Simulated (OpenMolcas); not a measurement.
# One shape, several levels: triplet C2H2Cl2Sn

Wanted: a comparison of 6 runs (UHF/def2-SVP, U-revPBE/def2-SVP, UBHLYP/def2-SVP, UPBE/def2-SVP, UTPSS/def2-SVP, ROMP2/def2-SVP) of triplet C2H2Cl2Sn. 

Program for the calculation: OpenMolcas 26.06.

1 further run of the same task is left out (it didn't finish).

## Step 1: The molecule

The species is C2H2Cl2Sn (7 atoms), meant as a triplet with charge 0. SMILES of the parent species: `C#[C][SnH]([Cl])[Cl]`. The shape is that of a PBE0-D4/def2-TZVP optimisation. That shape belongs to the parent species and isn't relaxed for this state.

Bond lengths: C1–C2 1.205 Å, C2–Sn3 2.058 Å, Sn3–Cl4 2.309 Å, Sn3–Cl5 2.309 Å, C1–H6 1.067 Å, Sn3–H7 1.691 Å. Angles: C1–C2–Sn3 179.2°, C2–Sn3–Cl4 107.9°, C2–Sn3–Cl5 107.9°, Cl4–Sn3–Cl5 106.8°, C2–C1–H6 179.7°, C2–Sn3–H7 115.3°, Cl4–Sn3–H7 109.3°, Cl5–Sn3–H7 109.3°.

## Step 2: A single-point energy at UHF/def2-SVP (core potential) (run 1)

Input file calc.input:

```
* C2H2Cl2Sn Hartree-Fock
>>> EXPORT MOLCAS_PRINT=2

&GATEWAY
 BasLib=$CurrDir
 BasisSet
 C.def2-SVP....
 C1 -1.668000 1.349700 0.386500 angstrom
 C2 -0.744900 0.592400 0.224500 angstrom
 End of Basis
 BasisSet
 Sn.def2-SVP....
 Sn3 0.833800 -0.704500 -0.025300 angstrom
 End of Basis
 BasisSet
 Cl.def2-SVP....
 Cl4 0.163900 -2.365900 -1.482000 angstrom
 Cl5 2.540200 0.448400 -1.069500 angstrom
 End of Basis
 BasisSet
 H.def2-SVP....
 H6 -2.485300 2.020900 0.525300 angstrom
 H7 1.421600 -1.409000 1.394900 angstrom
 End of Basis

&SEWARD

&SCF
 UHF
 Spin=3
 Thresholds=1e-10 1e-07 1e-07 1e-05
 PrOrbitals=1 1
```

The basis set def2-SVP is read from a file made from the Basis Set Exchange's data (not shown).

Run with:

```bash
$ export MOLCAS_MEM=1860
$ pymolcas calc.input > calc.log
```

Log:

```text
--- Start Module: gateway ---
[...]
--- Stop Module: gateway /rc=_RC_ALL_IS_WELL_ ---
--- Start Module: seward ---
[...]
      Basis functions          100
--- Stop Module: seward /rc=_RC_ALL_IS_WELL_ ---
[...]
--- Start Module: scf ---
[...]
       Convergence after  89 Iterations
[...]
::    Total SCF energy                              -1208.7244030071
[...]
      Total spin, S                                     1.0060132310
[...]
      Total electronic charge=   70.000000
      Total            charge=   -0.000000
[...]
      Dipole Moment (debye):
      Origin of the operator (angstrom)=    0.7621   -0.5911   -0.3845
                   X= -2.2987E+00               Y=  1.5256E+00               Z=  2.8421E+00           Total=  3.9610E+00
      Quadrupole Moment (debye*angstrom):
[...]
--- Stop Module: scf /rc=_RC_ALL_IS_WELL_ ---
[...]
```

It took 62 s on 1 thread of Intel Xeon Platinum 8259CL at 2.50GHz (Skylake/Cascade Lake), shared host; peak memory 0.56 GiB.

## Step 3: A single-point energy at U-revPBE/def2-SVP (core potential) (run 2)

Input file run.inp:

```
&GATEWAY
BASLIB
$CurrDir
COORD
7
angstrom
C       -1.668000       1.349700       0.386500
C       -0.744900       0.592400       0.224500
Sn       0.833800      -0.704500      -0.025300
Cl       0.163900      -2.365900      -1.482000
Cl       2.540200       0.448400      -1.069500
H       -2.485300       2.020900       0.525300
H        1.421600      -1.409000       1.394900
BASIS
def2-SVP
GROUP
NoSym
&SEWARD
GRIDINPUT
Grid=UltraFine
End of Grid
&SCF
UHF
SPIN
3
KSDFT
revPBE
THRESHOLDS
1e-10 1e-07 1e-07 1e-05
PRORBITALS
1 1
```

The basis set def2-SVP is read from a file made from the Basis Set Exchange's data (not shown).

Run with:

```bash
$ export MOLCAS_MEM=1860
$ pymolcas run.inp > run.log
```

Log:

```text
--- Start Module: gateway ---
[...]
--- Stop Module: gateway /rc=_RC_ALL_IS_WELL_ ---
--- Start Module: seward ---
[...]
      Basis functions          100
--- Stop Module: seward /rc=_RC_ALL_IS_WELL_ ---
[...]
--- Start Module: scf ---
[...]
       Convergence after 106 Iterations
[...]
::    Total KS-DFT energy                           -1211.4285133818
[...]
      Total spin, S                                     1.0016336596
[...]
      Total electronic charge=   70.000000
      Total            charge=   -0.000000
[...]
      Dipole Moment (debye):
      Origin of the operator (angstrom)=    0.7621   -0.5911   -0.3845
                   X= -1.9088E+00               Y=  1.3160E+00               Z=  2.0227E+00           Total=  3.0768E+00
      Quadrupole Moment (debye*angstrom):
[...]
--- Stop Module: scf /rc=_RC_ALL_IS_WELL_ ---
[...]
```

Wall time 4.6 min (1 thread of Intel Xeon Platinum 8259CL at 2.50GHz (Skylake/Cascade Lake), shared host); peak memory 0.56 GiB.

Runs 3 to 5 aren't shown in full; the table further down has their settings and results.

## Step 4: A single-point energy at ROMP2/def2-SVP (core potential) (run 6)

Input file run.input:

```
* C2H2Cl2Sn ROMP2
&GATEWAY
BASLIB=$CurrDir
BASISSET
C.def2-SVP....
C1 -1.668000 1.349700 0.386500 angstrom
C2 -0.744900 0.592400 0.224500 angstrom
End of Basis
BASISSET
Sn.def2-SVP....
Sn3 0.833800 -0.704500 -0.025300 angstrom
End of Basis
BASISSET
Cl.def2-SVP....
Cl4 0.163900 -2.365900 -1.482000 angstrom
Cl5 2.540200 0.448400 -1.069500 angstrom
End of Basis
BASISSET
H.def2-SVP....
H6 -2.485300 2.020900 0.525300 angstrom
H7 1.421600 -1.409000 1.394900 angstrom
End of Basis
&SEWARD
&SCF
UHF
SPIN=3
THRESHOLDS=1e-10 1e-07 1e-07 1e-05
PRORBITALS=1 2
&RASSCF
FILEORB=$Project.UnaOrb
SPIN=3
NACTEL=2 0 0
INACTIVE=34
RAS2=2
OUTORBITALS=Canonical
ORBLISTING=Few
&CASPT2
IPEA=0.0
FROZEN=16
```

The basis set def2-SVP is read from a file made from the Basis Set Exchange's data (not shown).

Run with:

```bash
$ export MOLCAS_MEM=1860
$ pymolcas run.input > run.log
```

Log:

```text
--- Start Module: gateway ---
[...]
--- Stop Module: gateway /rc=_RC_ALL_IS_WELL_ ---
[...]
      Basis functions          100
[...]
       Convergence after  89 Iterations
[...]
::    Total SCF energy                              -1208.7244030071
[...]
      Total spin, S                                     1.0060132310
[...]
--- Start Module: rasscf ---
[...]
      Number of active orbitals                  2
[...]
      Spin quantum number                      1.0
[...]
      Active orbitals                            2
[...]
      Number of CSFs                             1
[...]
      Number of root(s) required                 1
[...]
      Convergence after 13 iterations
[...]
      printout of CI-coefficients larger than  0.05 for root  1
      energy=   -1208.718307
      conf/sym  11     Coeff  Weight
             1  uu   1.00000 1.00000
      Natural orbitals and occupation numbers for root  1
      sym 1:   1.000000   1.000000
      ************************************************************************************************************************
      *                                                    Final results                                                     *
[...]
::    RASSCF root number  1 Total energy:  -1208.71830697
[...]
      Total electronic charge=   70.000000
      Total            charge=   -0.000000
[...]
      Dipole Moment (debye):
      Origin of the operator (angstrom)=    0.7621   -0.5911   -0.3845
                   X= -2.3065E+00               Y=  1.5325E+00               Z=  2.8406E+00           Total=  3.9671E+00
      Quadrupole Moment (debye*angstrom):
[...]
--- Stop Module: rasscf /rc=_RC_ALL_IS_WELL_ ---
[...]
--- Start Module: caspt2 ---
[...]
 ###    WARNING: User changed nr of frozen orbitals.                         ###
 ###############################################################################
[...]
      E2 (Variational):          -0.5797892500
      Total energy:           -1209.2980962186
[...]
      Reference weight:           0.81393
[...]
::    CASPT2 Root  1     Total energy:  -1209.29809622
[...]
--- Stop Module: caspt2 /rc=_RC_ALL_IS_WELL_ ---
[...]
```

Run time: 77 s. Hardware: 1 thread of Intel Xeon Platinum 8259CL at 2.50GHz (Skylake/Cascade Lake), shared host; peak memory 0.56 GiB.

## Step 5: Overview of the runs

```
run                               level  integration grid  frozen core orbitals   energy (Eh)  dipole moment (D)  HOMO energy (eV)   ⟨S²⟩  wall time
  1       UHF/def2-SVP (core potential)                 –                     –  -1208.724403               3.96             -5.80  2.018       62 s
  2  U-revPBE/def2-SVP (core potential)         UltraFine                     –  -1211.428513               3.08             -2.68  2.005    4.6 min
  3    UBHLYP/def2-SVP (core potential)         UltraFine                     –  -1211.458231               3.48             -4.67  2.007    1.9 min
  4      UPBE/def2-SVP (core potential)         UltraFine                     –  -1211.089446               2.91             -2.67  2.004    4.3 min
  5     UTPSS/def2-SVP (core potential)         UltraFine                     –  -1211.553456               3.43             -2.88  2.007    7.3 min
  6     ROMP2/def2-SVP (core potential)                 –                    16  -1209.298096                  –                 –      –       77 s
```

## Step 6: What came out

```
           quantity           value
run 6: total energy  -1209.29810 Eh
```

**Reading.** Over runs 1, 2, 3, 4, 5 the dipole moment (its size) runs from 2.91 D (UPBE/def2-SVP) to 3.96 D (UHF/def2-SVP). Totals of different functionals can't be ranked against each other. All runs together took 20 min, the longest 7.3 min.
